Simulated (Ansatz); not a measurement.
# Ga2O3: the cost of one run

Program: Ansatz 0.2.0. PAW datasets, plane waves. No spin polarisation and no zero-point or thermal motion.

## Step 1: The cell

The unstrained cell was relaxed with r2SCAN; in each strained cell the atoms were relaxed again with r2SCAN. Names of k-points are those of the unstrained zone, where strain can split equivalent points. First state: no strain.

The symmetry is R-3c (No. 167, trigonal); conventional cell a = 4.985 Å, c = 13.442 Å, 9.64 Å³ an atom. Around Ga lie 6 O at 1.93–2.07 Å; around O lie 4 Ga at 1.93–2.07 Å.

As a file:

```cif
data_structure
_symmetry_space_group_name_H-M 'R-3c:H'
_symmetry_Int_Tables_number 167
_cell_length_a 4.9845
_cell_length_b 4.9845
_cell_length_c 13.4419
_cell_angle_alpha 90.000
_cell_angle_beta 90.000
_cell_angle_gamma 120.000
_cell_volume 289.23
loop_
_atom_site_label
_atom_site_type_symbol
_atom_site_symmetry_multiplicity
_atom_site_Wyckoff_symbol
_atom_site_fract_x
_atom_site_fract_y
_atom_site_fract_z
_atom_site_occupancy
Ga1 Ga 12 c 0.66667 0.33333 0.18876 1
O1 O 18 e 0.36303 0.33333 0.08333 1
```

## Step 2: No strain: PBE

Input file input.yaml:

```yaml
crystal:
  lattice:
    - [2.492259744, 1.4389068341, 4.4806440197]
    - [-2.492259744, 1.4389068341, 4.4806440197]
    - [0.0, -2.8778136682, 4.4806440197]
  atoms:
    - { symbol: Ga, position: [0.8554260894, 0.8554260894, 0.8554260894] }
    - { symbol: Ga, position: [0.3554260894, 0.3554260894, 0.3554260894] }
    - { symbol: Ga, position: [0.1445739106, 0.1445739106, 0.1445739106] }
    - { symbol: Ga, position: [0.6445739106, 0.6445739106, 0.6445739106] }
    - { symbol: O, position: [0.4463666996, 0.0536333004, 0.75] }
    - { symbol: O, position: [0.0536333004, 0.75, 0.4463666996] }
    - { symbol: O, position: [0.5536333004, 0.9463666996, 0.25] }
    - { symbol: O, position: [0.25, 0.5536333004, 0.9463666996] }
    - { symbol: O, position: [0.9463666996, 0.25, 0.5536333004] }
    - { symbol: O, position: [0.75, 0.4463666996, 0.0536333004] }
kpoints:
  mp_grid: { grid: [6, 6, 6] }
  band_path:
    path:
      - [0.0, 0.0, 0.0]
      - [0.5, 0.5, 0.5]
      - [0.764580087, 0.235419913, 0.5]
      - [0.5, -0.235419913, 0.235419913]
      - [0.5, 0.0, 0.0]
      - [0.3677099565, -0.3677099565, 0.0]
      - [0.6322900435, 0.0, 0.3677099565]
      - [0.5, 0.0, 0.5]
      - [0.0, 0.166667, -0.166667]
    npoints: 1
hamiltonian:
  xc: pbe
scf:
  occupations: { method: fermi_dirac, width: 0.02 }
  n_extra_bands: 6
output:
  forces: true
  stress: true
  eigenvalues: true
```

On the command line:

```sh
ansatz run input.yaml --threads 2 --pin off --max-ram 29491MiB --backend cpu --events-out ev --progress --plain --runs-dir out
```

Q: Estimate wall time and peak memory on 2 threads of AMD EPYC 7R13 (Zen 3), shared host.

About 3.9 s, with a peak of 0.57 GiB.
